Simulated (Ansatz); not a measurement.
# CuTe (Pmmn): one cell, many starting occupations (series 2), part 2 of 2

Aim: start the open shells of CuTe (Pmmn) from different occupation matrices at one fixed cell, and see in which states the SCF ends. Cell and atoms stay fixed.

Ansatz 0.2.0; DFT PBEsol+U (U_eff = 5 eV on Cu d), plane waves, PAW. Earlier steps stand in the parts before.

### 5 Random orbitals: fully mixed, one electron more

Input file input.yaml:

```yaml
crystal:
  lattice:
    - [6.19999952, 0.0, 0.0]
    - [0.0, 4.01999969, 0.0]
    - [0.0, 0.0, 6.85999947]
  atoms:
    - { symbol: Cu, position: [0.0, 0.5, 0.449], spin: 0.3 }
    - { symbol: Cu, position: [0.25, 0.0, 0.551], spin: 0.3 }
    - { symbol: Te, position: [0.0, 0.0, 0.223] }
    - { symbol: Te, position: [0.25, 0.5, 0.777] }
    - { symbol: Cu, position: [0.5, 0.5, 0.449], spin: -0.3 }
    - { symbol: Cu, position: [0.75, 0.0, 0.551], spin: -0.3 }
    - { symbol: Te, position: [0.5, 0.0, 0.223] }
    - { symbol: Te, position: [0.75, 0.5, 0.777] }
basis:
  ecutwfc: 420
  ecutrho_ratio: 4
kpoints:
  mp_grid: { grid: [3, 5, 3] }
hamiltonian:
  xc: pbesol
  hubbard:
    sites:
      - { site: 0, l: d, u_eff: 5.0, starting_ns: [{ spin: up, occupation_matrix: s0up }, { spin: down, occupation_matrix: s0down }] }
      - { site: 1, l: d, u_eff: 5.0, starting_ns: [{ spin: up, occupation_matrix: s1up }, { spin: down, occupation_matrix: s1down }] }
      - { site: 4, l: d, u_eff: 5.0, starting_ns: [{ spin: up, occupation_matrix: s4up }, { spin: down, occupation_matrix: s4down }] }
      - { site: 5, l: d, u_eff: 5.0, starting_ns: [{ spin: up, occupation_matrix: s5up }, { spin: down, occupation_matrix: s5down }] }
    occupation_matrices:
      s0up:
        matrix:
          - [0.97, 0.0, 0.0, 0.0, 0.0]
          - [0.0, 0.97, 0.0, 0.0, 0.0]
          - [0.0, 0.0, 0.97, 0.0, 0.0]
          - [0.0, 0.0, 0.0, 0.97, 0.0]
          - [0.0, 0.0, 0.0, 0.0, 0.97]
      s0down:
        matrix:
          - [0.97, 0.0, 0.0, 0.0, 0.0]
          - [0.0, 0.97, 0.0, 0.0, 0.0]
          - [0.0, 0.0, 0.97, 0.0, 0.0]
          - [0.0, 0.0, 0.0, 0.97, 0.0]
          - [0.0, 0.0, 0.0, 0.0, 0.97]
      s1up:
        matrix:
          - [0.97, 0.0, 0.0, 0.0, 0.0]
          - [0.0, 0.97, 0.0, 0.0, 0.0]
          - [0.0, 0.0, 0.97, 0.0, 0.0]
          - [0.0, 0.0, 0.0, 0.97, 0.0]
          - [0.0, 0.0, 0.0, 0.0, 0.97]
      s1down:
        matrix:
          - [0.97, 0.0, 0.0, 0.0, 0.0]
          - [0.0, 0.97, 0.0, 0.0, 0.0]
          - [0.0, 0.0, 0.97, 0.0, 0.0]
          - [0.0, 0.0, 0.0, 0.97, 0.0]
          - [0.0, 0.0, 0.0, 0.0, 0.97]
      s4up:
        matrix:
          - [0.97, 0.0, 0.0, 0.0, 0.0]
          - [0.0, 0.97, 0.0, 0.0, 0.0]
          - [0.0, 0.0, 0.97, 0.0, 0.0]
          - [0.0, 0.0, 0.0, 0.97, 0.0]
          - [0.0, 0.0, 0.0, 0.0, 0.97]
      s4down:
        matrix:
          - [0.97, 0.0, 0.0, 0.0, 0.0]
          - [0.0, 0.97, 0.0, 0.0, 0.0]
          - [0.0, 0.0, 0.97, 0.0, 0.0]
          - [0.0, 0.0, 0.0, 0.97, 0.0]
          - [0.0, 0.0, 0.0, 0.0, 0.97]
      s5up:
        matrix:
          - [0.97, 0.0, 0.0, 0.0, 0.0]
          - [0.0, 0.97, 0.0, 0.0, 0.0]
          - [0.0, 0.0, 0.97, 0.0, 0.0]
          - [0.0, 0.0, 0.0, 0.97, 0.0]
          - [0.0, 0.0, 0.0, 0.0, 0.97]
      s5down:
        matrix:
          - [0.97, 0.0, 0.0, 0.0, 0.0]
          - [0.0, 0.97, 0.0, 0.0, 0.0]
          - [0.0, 0.0, 0.97, 0.0, 0.0]
          - [0.0, 0.0, 0.0, 0.97, 0.0]
          - [0.0, 0.0, 0.0, 0.0, 0.97]
    ns_hold: { iters: 5 }
scf:
  occupations: { method: gaussian, width: 0.05 }
  lower_state_search: "off"
  max_iter: 150
output:
  forces: true
  stress: true
  eigenvalues: true
  populations: true
  hubbard:
    sites:
      - { site: 0, l: d }
      - { site: 1, l: d }
      - { site: 4, l: d }
      - { site: 5, l: d }
magnetization:
  spin_polarized: true
```

At this filling each channel is wholly full or empty, so no choice of orbitals remains. The typed matrices put 0.97 on the chosen orbitals and 0.02 on the others, and are held for 5 cycles.

Run with:

```sh
$ ansatz run input.yaml --threads 4 --pin off --max-ram 6144MiB --backend cpu --events-out ev --progress --plain --runs-dir out
```

What it wrote, shortened:

```text
Warning: RAYON_NUM_THREADS=4 ignored (pool sized by the plan → 4); use --threads N
Cu: projections on atomic orbitals take those of the free atom [Ne] 3s2 3p6 3d10 4s1, of charge +0.00 (hamiltonian.pseudopotentials.projection_atoms); the dataset's partial waves leave at most 2.0e-6 of an orbital's norm unspanned inside its sphere
Te: projections on atomic orbitals take those of the free atom [Kr] 4d10 5s2 5p4, of charge +0.00 (hamiltonian.pseudopotentials.projection_atoms); the dataset's partial waves leave at most 7.8e-6 of an orbital's norm unspanned inside its sphere
[...]
Pseudopotentials: kind: paw
Pseudopotential: Cu, paw, valence charge 19, recommended cutoff 420 eV (normal), Cu.paw.azcp
Pseudopotential: Te, paw, valence charge 16, recommended cutoff 420 eV (normal), Te.paw.azcp
Functional definition: PBEsol
[...]
Crystal: 8 atoms, lattice volume = 170.979 Å³
Basis set: ecut = 420 eV, 3355 PW (Γ), exchange–correlation on 90×54×96 points (8 copies of the dense FFT grid, shifted against one another)
[...]
WARN: the starting moments were not kept: the SCF closed with an absolute magnetisation of 6.9e-6 μB, where they sum to 1.2 μB in size (4 sites). That is at most 0.1 of that sum. Measured as dr2_m measures the in/out step, that magnetisation stands 2.7e-12 eV from none, at or under the [...]
  Cu4 d_3D dn     Tr n = 4.9289  λ = 0.976 0.986 0.986 0.988 0.993  [yz 1.00 B2(1.00) | xz 1.00 B1(1.00) | xy 1.00 A2(1.00) | z2 1.00 A1(1.00) | x2-y2 1.00 A1(1.00)]
  specified occupation → Cu4 d_3D up: matrix, ‖Δ‖_F = 0.0375, Tr Δ = -0.0789, displaced = 0.0394, d_λ = 0.0375; orbital distance = 0.0000
  specified occupation → Cu4 d_3D dn: matrix, ‖Δ‖_F = 0.0375, Tr Δ = -0.0789, displaced = 0.0394, d_λ = 0.0375; orbital distance = 0.0000
  Cu5 d_3D: site group C2v (mm2)
  Cu5 d_3D up     Tr n = 4.9289  λ = 0.976 0.986 0.986 0.988 0.993  [yz 1.00 B2(1.00) | xz 1.00 B1(1.00) | xy 1.00 A2(1.00) | z2 1.00 A1(1.00) | x2-y2 1.00 A1(1.00)]
  Cu5 d_3D dn     Tr n = 4.9289  λ = 0.976 0.986 0.986 0.988 0.993  [yz 1.00 B2(1.00) | xz 1.00 B1(1.00) | xy 1.00 A2(1.00) | z2 1.00 A1(1.00) | x2-y2 1.00 A1(1.00)]
  specified occupation → Cu5 d_3D up: matrix, ‖Δ‖_F = 0.0375, Tr Δ = -0.0789, displaced = 0.0394, d_λ = 0.0375; orbital distance = 0.0000
  specified occupation → Cu5 d_3D dn: matrix, ‖Δ‖_F = 0.0375, Tr Δ = -0.0789, displaced = 0.0394, d_λ = 0.0375; orbital distance = 0.0000
  Tr n, λ and their labels are of the run-group-symmetrised matrices; stabiliser: 32 of 32 elements of G0×{1,Θ} (closed), max defect 3.5e-7 at τ = 1.7e-5
```

Run time: 13 s. Hardware: 4 threads of Arm Neoverse V2, shared host; peak memory 0.88 GiB.

It ends with no gap, pressure 2.0 GPa, no moment over 0.05 μB in any sphere, largest force component 0.37 eV/Å, 4 symmetry operations imposed.

The shells' filling, with natural orbitals sorted by occupation:

```tsv
shell	channel	electrons	over 0.8	0.2 to 0.8	under 0.2
Cu 3d (atom 1)	up	4.93	5	0	0
Cu 3d (atom 1)	down	4.93	5	0	0
```

### 6 Random orbitals: drawn by pairs, second filling

input.yaml: that of step 5 with these lines changed.

```diff
@@ -6,8 +6,8 @@
   atoms:
-    - { symbol: Cu, position: [0.0, 0.5, 0.449], spin: 0.3 }
-    - { symbol: Cu, position: [0.25, 0.0, 0.551], spin: 0.3 }
+    - { symbol: Cu, position: [0.0, 0.5, 0.449], spin: 1.0 }
+    - { symbol: Cu, position: [0.25, 0.0, 0.551], spin: 1.0 }
     - { symbol: Te, position: [0.0, 0.0, 0.223] }
     - { symbol: Te, position: [0.25, 0.5, 0.777] }
-    - { symbol: Cu, position: [0.5, 0.5, 0.449], spin: -0.3 }
-    - { symbol: Cu, position: [0.75, 0.0, 0.551], spin: -0.3 }
+    - { symbol: Cu, position: [0.5, 0.5, 0.449], spin: -1.0 }
+    - { symbol: Cu, position: [0.75, 0.0, 0.551], spin: -1.0 }
     - { symbol: Te, position: [0.5, 0.0, 0.223] }
@@ -39,5 +39,5 @@
           - [0.0, 0.97, 0.0, 0.0, 0.0]
-          - [0.0, 0.0, 0.97, 0.0, 0.0]
+          - [0.0, 0.0, 0.495, 0.0, 0.475]
           - [0.0, 0.0, 0.0, 0.97, 0.0]
-          - [0.0, 0.0, 0.0, 0.0, 0.97]
+          - [0.0, 0.0, 0.475, 0.0, 0.495]
       s1up:
@@ -51,3 +51,10 @@
         matrix:
-          - [0.97, 0.0, 0.0, 0.0, 0.0]
+          - [0.495, 0.0, 0.0, -0.475, 0.0]
+          - [0.0, 0.97, 0.0, 0.0, 0.0]
+          - [0.0, 0.0, 0.97, 0.0, 0.0]
+          - [-0.475, 0.0, 0.0, 0.495, 0.0]
+          - [0.0, 0.0, 0.0, 0.0, 0.97]
+      s4up:
+        matrix:
+          - [0.73413, 0.0, 0.0, 0.0, -0.41042]
           - [0.0, 0.97, 0.0, 0.0, 0.0]
@@ -55,10 +62,3 @@
           - [0.0, 0.0, 0.0, 0.97, 0.0]
-          - [0.0, 0.0, 0.0, 0.0, 0.97]
-      s4up:
-        matrix:
-          - [0.97, 0.0, 0.0, 0.0, 0.0]
-          - [0.0, 0.97, 0.0, 0.0, 0.0]
-          - [0.0, 0.0, 0.97, 0.0, 0.0]
-          - [0.0, 0.0, 0.0, 0.97, 0.0]
-          - [0.0, 0.0, 0.0, 0.0, 0.97]
+          - [-0.41042, 0.0, 0.0, 0.0, 0.25587]
       s4down:
@@ -74,3 +74,3 @@
           - [0.0, 0.97, 0.0, 0.0, 0.0]
-          - [0.0, 0.0, 0.97, 0.0, 0.0]
+          - [0.0, 0.0, 0.02, 0.0, 0.0]
           - [0.0, 0.0, 0.0, 0.97, 0.0]
@@ -84,3 +84,3 @@
           - [0.0, 0.0, 0.0, 0.0, 0.97]
-    ns_hold: { iters: 5 }
+    ns_hold: { iters: 12 }
 scf:
```

The typed matrices put 0.97 on the chosen orbitals and 0.02 on the others, and are held for 12 cycles.

Run with:

```sh
$ ansatz run input.yaml --threads 4 --pin off --max-ram 6144MiB --backend cpu --events-out ev --progress --plain --runs-dir out
```

What it wrote, shortened:

```text
Warning: crystal.symmetry: narrowed to the stabiliser of the occupation matrices — unitary ops 4 → 1, anti-unitary 4 → 0; lowered by the specified shells (site 0, l: d), (site 1, l: d), (site 4, l: d), (site 5, l: d); largest admitted image defect 4.4e-16, smallest excluded 7.1e-1 — at a [...]
Warning: RAYON_NUM_THREADS=4 ignored (pool sized by the plan → 4); use --threads N
Cu: projections on atomic orbitals take those of the free atom [Ne] 3s2 3p6 3d10 4s1, of charge +0.00 (hamiltonian.pseudopotentials.projection_atoms); the dataset's partial waves leave at most 2.0e-6 of an orbital's norm unspanned inside its sphere
Te: projections on atomic orbitals take those of the free atom [Kr] 4d10 5s2 5p4, of charge +0.00 (hamiltonian.pseudopotentials.projection_atoms); the dataset's partial waves leave at most 7.8e-6 of an orbital's norm unspanned inside its sphere
[...]
[... 4 set-up lines as earlier in the session ...]
[...]
Crystal: 8 atoms, lattice volume = 170.979 Å³
Basis set: ecut = 420 eV, 3355 PW (Γ), exchange–correlation on 90×54×96 points (8 copies of the dense FFT grid, shifted against one another)
[...]
WARN: the starting moments were not kept: the SCF closed with an absolute magnetisation of 9.1e-6 μB, where they sum to 4 μB in size (4 sites). That is at most 0.1 of that sum. Measured as dr2_m measures the in/out step, that magnetisation stands 5.3e-12 eV from none, at or under the [...]
WARN: hamiltonian.hubbard: on 4 of 8 specified blocks the occupation matrix of this SCF's result fails the test of the specified filling. At site 0 ↓ (sites count from 0 in the list of atoms of the cell that this SCF solves) the least filled combination of the orbitals specified full has [...]
  specified occupation → Cu1 d_3D dn: matrix, ‖Δ‖_F = 0.9711, Tr Δ = -1.0289, displaced = 0.5144, d_λ = 0.9564; orbital distance = 1.4142
  Cu4 d_3D: site group C2v (mm2)
  Cu4 d_3D up     Tr n = 4.9289  λ = 0.976 0.986 0.986 0.988 0.993  [yz 1.00 B2(1.00) | 2× xz 0.50 B1(0.50) | z2 1.00 A1(1.00) | x2-y2 1.00 A1(1.00)]
  Cu4 d_3D dn     Tr n = 4.9289  λ = 0.976 0.986 0.986 0.988 0.993  [yz 1.00 B2(1.00) | 2× xz 0.50 B1(0.50) | z2 1.00 A1(1.00) | x2-y2 1.00 A1(1.00)]
  specified occupation → Cu4 d_3D up: matrix, ‖Δ‖_F = 0.9672, Tr Δ = -1.0289, displaced = 0.5144, d_λ = 0.9564; orbital distance = 1.4142
  specified occupation → Cu4 d_3D dn: matrix, ‖Δ‖_F = 0.0375, Tr Δ = -0.0789, displaced = 0.0394, d_λ = 0.0375; orbital distance = 0.0000
  Cu5 d_3D: site group C2v (mm2)
  Cu5 d_3D up     Tr n = 4.9289  λ = 0.976 0.986 0.986 0.988 0.993  [yz 1.00 B2(1.00) | 2× xz 0.50 B1(0.50) | z2 1.00 A1(1.00) | x2-y2 1.00 A1(1.00)]
  Cu5 d_3D dn     Tr n = 4.9289  λ = 0.976 0.986 0.986 0.988 0.993  [yz 1.00 B2(1.00) | 2× xz 0.50 B1(0.50) | z2 1.00 A1(1.00) | x2-y2 1.00 A1(1.00)]
  specified occupation → Cu5 d_3D up: matrix, ‖Δ‖_F = 0.9564, Tr Δ = -1.0289, displaced = 0.5144, d_λ = 0.9564; orbital distance = 0.0000
  specified occupation → Cu5 d_3D dn: matrix, ‖Δ‖_F = 0.0375, Tr Δ = -0.0789, displaced = 0.0394, d_λ = 0.0375; orbital distance = 0.0000
  Tr n, λ and their labels are of the run-group-symmetrised matrices; stabiliser: 32 of 32 elements of G0×{1,Θ} (closed), max defect 2.4e-6 at τ = 9.6e-5
```

Run time: 62 s. Hardware: 4 threads of Arm Neoverse V2, shared host; peak memory 0.98 GiB.

End state: no gap, pressure 2.0 GPa, no moment over 0.05 μB in any sphere, largest force component 0.37 eV/Å, 1 symmetry operation imposed. The program reports that the typed filling wasn't kept.

The shells' filling, with natural orbitals sorted by occupation:

```tsv
shell	channel	electrons	over 0.8	0.2 to 0.8	under 0.2
Cu 3d (atom 1)	up	4.93	5	0	0
Cu 3d (atom 1)	down	4.93	5	0	0
```

### 7 The states in order of energy

What follows sums up all 2 parts.

Energies count from the lowest free state and have the smearing extrapolated to zero.

| start | energy (meV/atom) | gap (eV) | pressure (GPa) | largest moment (μB) | SCF cycles | time |
| --- | --- | --- | --- | --- | --- | --- |
| random orbitals: single harmonics, first filling (earlier series) | 0.0 | metal | 2.0 | 0.00 | 38 | 39 s |
| random orbitals: fully mixed, one electron more | 0.0 | metal | 2.0 | 0.00 | 15 | 13 s |
| random orbitals: single harmonics, second filling | 0.0 | metal | 2.0 | 0.00 | 30 | 24 s |
| random orbitals: drawn by pairs, second filling | 0.0 | metal | 2.0 | 0.00 | 29 | 62 s |
| random orbitals: fully mixed, first filling | 0.0 | metal | 2.0 | 0.00 | 27 | 33 s |
| random orbitals: single harmonics, first filling | 0.0 | metal | 2.0 | 0.00 | 31 | 44 s |

The 6 free runs end within about 1 meV/atom of each other. The lowest state found need not be the ground state, and the geometry wasn't relaxed for any of them.
